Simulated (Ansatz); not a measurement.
# C₂FNa (SMILES FC#[C][Na]): single points off equilibrium

The task here is to estimate one member of a computed series from the others.

Method: single points in def2-TZVPP; program: Ansatz 0.2.0, Gaussian basis.

Cores are frozen in the correlated methods. The outer core shell of Li, Na, Mg and K is correlated.

## Where the work starts

SMILES `FC#[C][Na]`, 4 atoms, charge 0, spin multiplicity 1.

Atoms are counted from 1 here; the program's logs count them from 0.

Bond lengths: F1–C2 1.353 Å, C2–C3 1.162 Å, C3–Na4 2.152 Å. Angles: F1–C2–C3 174.3°, C2–C3–Na4 176.5°.

As a file:

```mol
C2FNa
  3D, bonds by distance, orders not assigned

  4  3  0  0  0  0  0  0  0  0999 V2000
    1.7618   -0.1115    1.1065 F   0  0
    0.6064   -0.0662    0.4032 C   0  0
   -0.3336    0.0481   -0.2705 C   0  0
   -2.1428    0.1979   -1.4253 Na  0  0
  1  2  8  0
  2  3  8  0
  3  4  8  0
M  END
```

Set-up of the first run:

Input file run/in.yaml:

```yaml
crystal:
  periodic: [false, false, false]
  atoms:
    - {symbol: F, position_ang: [1.761800, -0.111500, 1.106500]}
    - {symbol: C, position_ang: [0.606400, -0.066200, 0.403200]}
    - {symbol: C, position_ang: [-0.333600, 0.048100, -0.270500]}
    - {symbol: Na, position_ang: [-2.142800, 0.197900, -1.425300]}
basis:
  gaussian: {orbitals: def2-TZVPP}
correlation: {method: ccsd_t}
output: {forces: true}
```

The command line of these runs was not kept.

Steps of the session up to this table: CCSD(T)/def2-TZVPP; PBE0-D4/def2-TZVPP; wB97M-V/def2-TZVPP; r2SCAN-D4/def2-TZVPP; PBE-D4/def2-TZVPP; BLYP-D4/def2-TZVPP; LC-wPBE/def2-TZVPP.

One table of the session follows, with a row left open; its other results are not shown here.

| method | RMS force component (eV/Å) | angle to CCSD(T) forces (°) | dipole (D) |
| --- | --- | --- | --- |
| CCSD(T) | 3.568 | reference | 8.51 |
| PBE0-D4 | 3.252 | 4.8 | 8.31 |
| wB97M-V | 3.019 | 3.8 | 8.34 |
| r2SCAN-D4 | 3.348 | 2.5 | 8.30 |
| PBE-D4 | 3.485 | 0.8 | 7.89 |
| BLYP-D4 | ? | ? | ? |
| LC-wPBE | 2.912 | 6.0 | 8.53 |

Estimate the missing values for BLYP-D4.

**Answer.** RMS force component (eV/Å): 3.278; angle to CCSD(T) forces (°): 2.3; dipole (D): 7.87. In the column «RMS force component (eV/Å)» it lies between PBE0-D4 (3.252) and r2SCAN-D4 (3.348).
